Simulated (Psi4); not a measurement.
**SiHClOF (SMILES O[Si](F)Cl) at 5 levels**

We compute a comparison of 5 runs (UHF/def2-SVP, UHF/6-311+G**, UPBE0/def2-SVP, URPBE/6-31+G*, UB2PLYP/def2-TZVP) of SiHClOF. 

Program for the calculation: Psi4 1.11.

2 further runs of the same task are left out: 2 that didn't finish.

## (1) The structure to begin with

The species is SiHClOF (5 atoms), meant as a doublet with charge 0. As SMILES, `O[Si](F)Cl`. The shape is that of a PBE0-D4/def2-TZVP optimisation. This is one conformer, not always the lowest.

Bond lengths: O1–Si2 1.630 Å, Si2–F3 1.596 Å, Si2–Cl4 2.040 Å, O1–H5 0.960 Å. Angles: O1–Si2–F3 109.7°, O1–Si2–Cl4 106.8°, F3–Si2–Cl4 108.8°, Si2–O1–H5 117.9°.

## (2) Energy and gradient at UHF/def2-SVP (run 1)

The input, clfhosi.xyz:

```xyz
5
ClFHOSi
O     -0.003500     1.141300    -0.013500
Si     0.078300    -0.426700     0.425700
F      0.979500    -1.232100    -0.616800
Cl    -1.825100    -1.157700     0.353200
H      0.820600     1.601600    -0.189800
```

The input, job.py:

```python
import psi4

psi4.set_memory(1600000000)
psi4.set_num_threads(1)
psi4.core.set_output_file('run.log', False)

with open('clfhosi.xyz') as f:
    atoms = ''.join(f.readlines()[2:])
molecule = psi4.geometry('0 2\n' + atoms + 'symmetry c1')

psi4.set_options({
    'reference': 'uhf',
    'puream': True,
    'e_convergence': 1e-09,
    'd_convergence': 1e-08,
    'scf_type': 'pk',
    'maxiter': 200,
})

e_tot, wfn = psi4.gradient("scf/def2-SVP", molecule=molecule, return_wfn=True)
psi4.oeprop(wfn, "MULLIKEN_CHARGES", "LOWDIN_CHARGES", "MAYER_INDICES", title="SCF")
print('gradient / Eh bohr^-1')
print(e_tot.np.round(6))
print(f'energy = {wfn.energy():.10f} Eh')
```

Started as:

```
python job.py
```

run.log:

```text
[...]
  Running in c1 symmetry.
[...]
  Nuclear repulsion =  217.611250474468363
[...]
  Multiplicity = 2
[...]
  Nalpha       = 25
  Nbeta        = 24
[...]
    Number of basis functions: 69
[...]
   @UHF iter   1:  -922.94837913492688   -6.43392e-01   7.14040e-03 ADIIS/DIIS
[...]
   @UHF iter  14:  -923.05344709872088   -2.95586e-12   5.23329e-09 DIIS
[...]
   @S^2 Observed:                7.534406820E-01
[...]
  @UHF Final Energy:  -923.05344709872088
   => Energetics <=
    Nuclear Repulsion Energy =            217.6112504744683633
    One-Electron Energy =               -1712.8105484205341327
    Two-Electron Energy =                 572.1458508473449456
    Total Energy =                       -923.0534470987208806
  UHF NO Occupations:
  HONO-2 :   23  A 1.9996563
  HONO-1 :   24  A 1.9989045
[...]
  -Total Gradient:
     Atom            X                  Y                   Z
    ------   -----------------  -----------------  -----------------
       1       -0.017796152073    -0.007207888715     0.003591321549
       2        0.002838715818    -0.003428451029    -0.006408819441
       3       -0.003797337839     0.002490457669     0.005014945018
       4        0.004217693877     0.002768362195     0.000027632406
       5        0.014537080235     0.005377519879    -0.002225079531
[...]
```

The script printed:

```text
gradient / Eh bohr^-1
[[-1.7796e-02 -7.2080e-03  3.5910e-03]
 [ 2.8390e-03 -3.4280e-03 -6.4090e-03]
 [-3.7970e-03  2.4900e-03  5.0150e-03]
 [ 4.2180e-03  2.7680e-03  2.8000e-05]
 [ 1.4537e-02  5.3780e-03 -2.2250e-03]]
energy = -923.0534470987 Eh
```

Run time: 4.8 s. Hardware: 1 thread of Intel Xeon Platinum 8259CL at 2.50GHz (Skylake/Cascade Lake), shared host; peak memory 0.23 GiB.

## (3) Energy and gradient at UHF/6-311+G(d,p) (run 2)

The input, calc.py:

```python
import psi4

psi4.set_memory(1600000000)
psi4.set_num_threads(1)
psi4.set_output_file('output.dat', False)

molecule = psi4.geometry("""
0 2
O     -0.003500     1.141300    -0.013500
Si     0.078300    -0.426700     0.425700
F      0.979500    -1.232100    -0.616800
Cl    -1.825100    -1.157700     0.353200
H      0.820600     1.601600    -0.189800
units angstrom
symmetry c1
""")

psi4.set_options({
    'basis': '6-311+G**',
    'reference': 'uhf',
    'puream': True,
    'e_convergence': 1e-09,
    'd_convergence': 1e-08,
    'scf_type': 'pk',
    'maxiter': 200,
})

energy_value, wavefunction = psi4.gradient('hf', return_wfn=True)
print('gradient / Eh bohr^-1')
print(energy_value.np.round(6))
print(f'energy = {wavefunction.energy():.10f} Eh')
```

Started as:

```
python calc.py
```

output.dat:

```text
[...]
  Running in c1 symmetry.
[...]
  Nuclear repulsion =  217.611250474468363
[...]
  Multiplicity = 2
[...]
  Nalpha       = 25
  Nbeta        = 24
[...]
    Number of basis functions: 110
[...]
   @UHF iter   1:  -923.38056008093395   -6.67028e-01   5.17318e-03 DIIS/ADIIS
[...]
   @UHF iter  14:  -923.50330838704917   -2.72848e-12   4.66349e-09 DIIS
[...]
   @S^2 Observed:                7.534853910E-01
[...]
  @UHF Final Energy:  -923.50330838704917
   => Energetics <=
    Nuclear Repulsion Energy =            217.6112504744683633
    One-Electron Energy =               -1713.0910213228119119
    Two-Electron Energy =                 571.9764624612944317
    Total Energy =                       -923.5033083870491737
  UHF NO Occupations:
  HONO-2 :   23  A 1.9996681
  HONO-1 :   24  A 1.9988858
[...]
  -Total Gradient:
     Atom            X                  Y                   Z
    ------   -----------------  -----------------  -----------------
       1       -0.022663552593    -0.000465004048     0.002113399163
       2        0.002109062288    -0.004204353746     0.002375786482
       3        0.002352972769    -0.002916887118    -0.001767746355
       4       -0.000265505583     0.001066406579     0.000022778802
       5        0.018467023115     0.006519838335    -0.002744218092
[...]
```

The script printed:

```text
gradient / Eh bohr^-1
[[-2.2664e-02 -4.6500e-04  2.1130e-03]
 [ 2.1090e-03 -4.2040e-03  2.3760e-03]
 [ 2.3530e-03 -2.9170e-03 -1.7680e-03]
 [-2.6600e-04  1.0660e-03  2.3000e-05]
 [ 1.8467e-02  6.5200e-03 -2.7440e-03]]
energy = -923.5033083870 Eh
```

Wall time 13 s (1 thread of Intel Xeon Platinum 8259CL at 2.50GHz (Skylake/Cascade Lake), shared host); peak memory 0.47 GiB.

Runs 3 to 4 aren't shown in full; the table further down has their settings and results.

## (4) The energy at UB2PLYP/def2-TZVP (density fitting for correlation) (run 5)

The input, clfhosi_ase.py:

```python
import numpy as np
from ase.calculators.psi4 import Psi4
from ase import Atoms

atoms = Atoms(['O', 'Si', 'F', 'Cl', 'H'], positions=[
    [-0.003500, 1.141300, -0.013500],
    [0.078300, -0.426700, 0.425700],
    [0.979500, -1.232100, -0.616800],
    [-1.825100, -1.157700, 0.353200],
    [0.820600, 1.601600, -0.189800],
])
calc = Psi4(atoms=atoms, method='b2plyp', basis='def2-TZVP', memory='1600MB', num_threads=1, charge=0, multiplicity=2, label='psi4-calc', reference='uks')
calc.psi4.set_options({'puream': True, 'e_convergence': 1e-09, 'd_convergence': 1e-08, 'scf_type': 'pk', 'dft_radial_points': 99, 'dft_spherical_points': 590, 'num_frozen_docc': 12, 'maxiter': 200})
atoms.calc = calc

print(f'energy: {atoms.get_potential_energy():.6f} eV')
```

Started as:

```
python clfhosi_ase.py
```

psi4-calc.dat:

```text
[...]
  Running in c1 symmetry.
[...]
  Nuclear repulsion =  217.611250474468363
[...]
  Multiplicity = 2
[...]
  Nalpha       = 25
  Nbeta        = 24
[...]
    Number of basis functions: 142
[...]
   @UKS iter   1:  -924.82030832072542   -4.10115e-01   5.09051e-03 DIIS/ADIIS
[...]
   @UKS iter  13:  -924.98896035428481   -5.91172e-12   6.70381e-09 DIIS
[...]
   @S^2 Observed:                7.527939025E-01
[...]
  @UKS Final Energy:  -924.98896035428481
   => Energetics <=
    Nuclear Repulsion Energy =            217.6112504744683633
    One-Electron Energy =               -1713.9737674486163996
    Two-Electron Energy =                 604.1923586659189596
    DFT Exchange-Correlation Energy =     -32.8188020460556586
    Empirical Dispersion Energy =           0.0000000000000000
    VV10 Nonlocal Energy =                  0.0000000000000000
    Total Energy =                       -924.9889603542848135
[...]
 Multipole Moments:
 ------------------------------------------------------------------------------------
     Multipole            Electronic (a.u.)      Nuclear  (a.u.)        Total (a.u.)
 ------------------------------------------------------------------------------------
 L = 1.  Multiply by 2.5417464519 to convert [e a0] to [Debye]
 Dipole X            :         -0.5040002            1.1356705            0.6316703
 Dipole Y            :         -2.7022249            3.2137269            0.5115020
 Dipole Z            :          0.0405814            0.1995461            0.2401275
 Magnitude           :                                                    0.8475275
[...]
```

The script printed:

```text
energy: -25176.966512 eV
```

Run time: 48 s. Hardware: 1 thread of Intel Xeon Platinum 8259CL at 2.50GHz (Skylake/Cascade Lake), shared host; peak memory 1.1 GiB.

## (5) Overview of the runs

```csv
run,level,integration grid,task,energy (Eh),dipole moment (D),HOMO energy (eV),LUMO energy (eV),wall time
1,UHF/def2-SVP,–,gradient,-923.053447,2.56,-10.13,1.14,4.8 s
2,UHF/6-311+G**,–,gradient,-923.503308,2.63,-10.41,0.29,13 s
3,UPBE0/def2-SVP,99 radial × 590 angular,gradient,-924.640873,2.25,-6.68,-2.71,20 s
4,"URPBE/6-31+G* (density fitting, Cartesian functions, ddCOSMO acetone)",75 radial × 302 angular,energy,-925.346044,2.83,-5.58,-3.67,17 s
5,UB2PLYP/def2-TZVP (density fitting for correlation),99 radial × 590 angular,energy,-925.236461,–,-8.03,-1.54,48 s
```

## (6) Results

```
                                                       quantity          value
                                            run 5: total energy  -925.23646 Eh
run 5: HOMO energy (SCF part's orbitals) (highest over α and β)       -8.03 eV
 run 5: LUMO energy (SCF part's orbitals) (lowest over α and β)       -1.54 eV
                                                    run 5: ⟨S²⟩          0.753
```

Over runs 1, 2, 3, 4 the dipole moment (its size) runs from 2.25 D (UPBE0/def2-SVP) to 2.83 D (URPBE/6-31+G*). The two ends differ in method and basis and solvent. Totals of different functionals can't be ranked against each other. All runs together took 1.7 min, the longest 48 s.
